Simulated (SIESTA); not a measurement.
Ti3O2:

```
Ti O
1.0
     2.55107    1.47286    4.95380
    -2.55107    1.47286    4.95380
     0.00000   -2.94572    4.95380
Ti O
6 4
Direct
  0.58080 0.91920 0.25000
  0.91920 0.25000 0.58080
  0.25000 0.58080 0.91920
  0.75000 0.41920 0.08080
  0.08080 0.75000 0.41920
  0.41920 0.08080 0.75000
  0.66254 0.66254 0.66254
  0.83746 0.83746 0.83746
  0.16254 0.16254 0.16254
  0.33746 0.33746 0.33746
```

The cell comes from a database or a generator and needn't be the stable form of this composition.

```yaml
Program: SIESTA 5.4.2
Task: single point
Functional: PBEsol
Potentials_or_basis: PseudoDojo 0.4 standard (PBEsol files)
Basis: DZP (energy shift 0.003 Ry; two zetas on semicore shells)
Grid_cutoff: 800 Ry
Energy_shift: 0.003 Ry
k_mesh: 6 × 6 × 6
Occupations: fermi-dirac, width 0.05 eV
Spin: no spin polarisation
```

On this cell: pressure -3.4 GPa; largest force 0.077 eV/Å; band gap on the k mesh none (metal or under the smearing width).

The same run follows on a disturbed copy (atoms moved at random, drawn with an rms of 0.05 Å):

```
CELL_PARAMETERS angstrom
2.55107 1.47286 4.95380
-2.55107 1.47286 4.95380
0.00000 -2.94572 4.95380
ATOMIC_POSITIONS crystal
Ti 0.57696 0.91848 0.25505
Ti 0.92016 0.24522 0.58589
Ti 0.25710 0.58583 0.90919
Ti 0.75882 0.41926 0.06674
Ti 0.07223 0.75219 0.41561
Ti 0.42196 0.08110 0.74093
O 0.66689 0.65418 0.66410
O 0.84654 0.82641 0.84144
O 0.16413 0.15523 0.16537
O 0.33995 0.32549 0.34640
```

Task: What does the disturbed cell give?

Result: The energy (extrapolated to zero smearing) moves by +13.8 meV/atom; pressure -2.7 GPa; largest force 0.998 eV/Å; band gap on the k mesh none (metal or under the smearing width).

Forces in eV/Å, atoms in the order of the input:
```
Ti   0.081  0.347 -0.333
Ti   0.285  0.304 -0.488
Ti   0.276 -0.936 -0.210
Ti   0.049 -0.837  0.289
Ti   0.516  0.202  0.314
Ti   0.184 -0.524  0.783
O   -0.229  0.254  0.060
O   -0.577  0.146 -0.205
O   -0.139  0.274 -0.001
O   -0.448  0.768 -0.208
```

Stress tensor (GPa, compression positive):
```
-2.44  0.21  0.74
 0.21 -2.66  0.04
 0.74  0.04 -3.00
```

Caveats: the basis of atomic orbitals isn't converged, which shifts pressures, moduli and gaps; semilocal functionals often make such compounds metallic where correlation or magnetic order opens a gap, which also shifts bond lengths.
